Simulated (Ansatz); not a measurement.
# H5InO3: the cost of one run

All numbers below are computed with Ansatz 0.2.0 (RKS CAM-B3LYP-D4/def2-SVP).

1 further run of the same task is left out (it didn't finish).

### 1 The system as given

Bond lengths: In1–O2 2.434 Å, In1–O4 2.489 Å, O4–H6 1.009 Å, O2–H7 0.958 Å, O3–H8 0.956 Å, O4–H9 0.960 Å. Angles: In1–O2–H7 140.8°, O2–In1–O4 62.5°, In1–O4–H6 66.6°, In1–O4–H9 125.7°, H6–O4–H9 105.8°.

Structure file:

```xyz
9

In    1.1997    0.8859    1.2942
O    -0.2178    1.2523   -0.6498
O    -0.7583   -0.6005    0.8432
O     1.3269   -0.7778   -0.5528
H    -0.3836    0.1113   -0.0936
H     0.4223   -0.3374   -0.4713
H    -1.0674    1.6242   -0.8895
H    -1.6892   -0.4377    0.9885
H     1.1675   -1.7204   -0.4689
```

### 2 A restrained relaxation towards end A

Springs on the bonds that form and break draw the guess towards this end; the thresholds are loose.

Contents of input.yaml:

```yaml
crystal:
  periodic: [false, false, false]
  atoms:
    - { symbol: In, position_ang: [1.1997, 0.8859, 1.2942] }
    - { symbol: O, position_ang: [-0.2178, 1.2523, -0.6498] }
    - { symbol: O, position_ang: [-0.7583, -0.6005, 0.8432] }
    - { symbol: O, position_ang: [1.3269, -0.7778, -0.5528] }
    - { symbol: H, position_ang: [-0.3836, 0.1113, -0.0936] }
    - { symbol: H, position_ang: [0.4223, -0.3374, -0.4713] }
    - { symbol: H, position_ang: [-1.0674, 1.6242, -0.8895] }
    - { symbol: H, position_ang: [-1.6892, -0.4377, 0.9885] }
    - { symbol: H, position_ang: [1.1675, -1.7204, -0.4689] }
basis:
  gaussian: { orbitals: def2-SVP }
hamiltonian:
  xc: cam_b3lyp
  dispersion: d4
relax:
  f_tol: 0.15
  max_steps: 25
  restrain:
    - { distance: [0, 5], at: 3.03, k: 30.0 }
    - { distance: [4, 1], at: 2.27, k: 30.0 }
    - { distance: [0, 1], at: 2.08, k: 30.0 }
    - { distance: [4, 5], at: 0.62, k: 30.0 }
output:
  orbitals: {}
```

Command:

```sh
ansatz run input.yaml --threads 2 --pin off --max-ram 3072MiB --backend cpu --events-out ev --progress --plain --runs-dir out
```

**Question.** How long does this run take on 2 threads of Arm Neoverse V1, shared host, and how much memory does it need?

About 46 s, with a peak of 0.24 GiB.
